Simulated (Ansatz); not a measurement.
# Al4Cu: the cost of one run

Computed with Ansatz 0.2.0 (DFT PBE, scalar-relativistic, plane waves, PAW, unless a step names another level, unless a step's input says otherwise).

2 further runs of the same task are left out: 2 that didn't finish.

### Step 1. The starting structure

Symmetry: I4/mmm, No. 139, tetragonal system. The conventional cell has a = 2.833 Å, b = 2.833 Å, c = 19.113 Å, α = 90.00°, β = 90.00°, γ = 90.00°. Al (site symmetry 4mm) is surrounded by 4 Cu at 2.62 Å and 8 Al at 2.83 to 2.88 Å. Al (site symmetry 4mm) is surrounded by 12 Al at 2.83 to 2.88 Å. Cu (site symmetry 4/mmm) is surrounded by 8 Al at 2.62 Å and 4 Cu at 2.83 Å.

Coordinates:

```cif
data_structure
_symmetry_space_group_name_H-M 'P 1'
_symmetry_Int_Tables_number 1
_cell_length_a 9.7641
_cell_length_b 9.7641
_cell_length_c 9.7641
_cell_angle_alpha 163.316
_cell_angle_beta 163.316
_cell_angle_gamma 23.680
_cell_volume 76.71
loop_
_atom_site_label
_atom_site_type_symbol
_atom_site_fract_x
_atom_site_fract_y
_atom_site_fract_z
_atom_site_occupancy
Al1 Al 0.58803 0.58803 0.00000 1
Al2 Al 0.19607 0.19607 0.00000 1
Al3 Al 0.80393 0.80393 0.00000 1
Al4 Al 0.41197 0.41197 0.00000 1
Cu1 Cu 0.00000 0.00000 0.00000 1
```

The cell was relaxed beforehand at this level, from a generated guess; it needn't be the stable form of this composition. At a tolerance of 0.05 Å it has space group I4/mmm (No. 139); it has 15.34 Å³/atom, an uncorrected energy of -0.07 eV/atom over the elements.

### Step 2. Bands, states and charges

Input file input.yaml:

```yaml
crystal:
  lattice:
    - [-1.4165763331, 1.4165763331, 9.5563277199]
    - [1.4165763331, -1.4165763331, 9.5563277199]
    - [1.4165763331, 1.4165763331, -9.5563277199]
  atoms:
    - { symbol: Al, position: [0.5880348408, 0.5880348408, 0.0] }
    - { symbol: Al, position: [0.1960745578, 0.1960745578, 0.0] }
    - { symbol: Al, position: [0.8039254422, 0.8039254422, 0.0] }
    - { symbol: Al, position: [0.4119651592, 0.4119651592, 0.0] }
    - { symbol: Cu, position: [0.0, 0.0, 0.0] }
basis:
  ecutwfc: 420
kpoints:
  mp_grid: { grid: [18, 18, 18] }
  band_path:
    path:
      - [[0.0, 0.0, 0.0], [0.0, 0.0, 0.5], [0.25, 0.25, 0.25], [0.0, 0.5, 0.0], [0.0, 0.0, 0.0], [0.5, 0.5, -0.5], [0.25549336, 0.74450664, -0.25549336]]
      - [[-0.25549336, 0.25549336, 0.25549336], [0.0, 0.0, 0.0]]
      - [[0.0, 0.0, 0.5], [-0.01098672, 0.01098672, 0.5]]
      - [[0.5, 0.5, -0.01098672], [0.5, 0.5, -0.5]]
    npoints: 14
hamiltonian:
  xc: pbe
scf:
  occupations: { method: gaussian, width: 0.1 }
  n_extra_bands: 12
output:
  forces: true
  stress: true
  eigenvalues: true
  populations: true
  dos: { projected: true, de: 0.02, nscf_kmesh: { grid: [22, 22, 22] } }
  bader: true
  write_density: true
  write_potential: true
  elf: true
  volumetric_format: npy
```

Run with:

```console
$ ansatz run input.yaml --threads 1 --pin off --max-ram 2560MiB --backend cpu --events-out ev --progress --plain --runs-dir out
```

**Question.** How long does this run take on 1 thread of Intel Xeon at 2.70GHz, shared host, and how much memory does it need?

About 4 min, with a peak of 1.3 GiB.
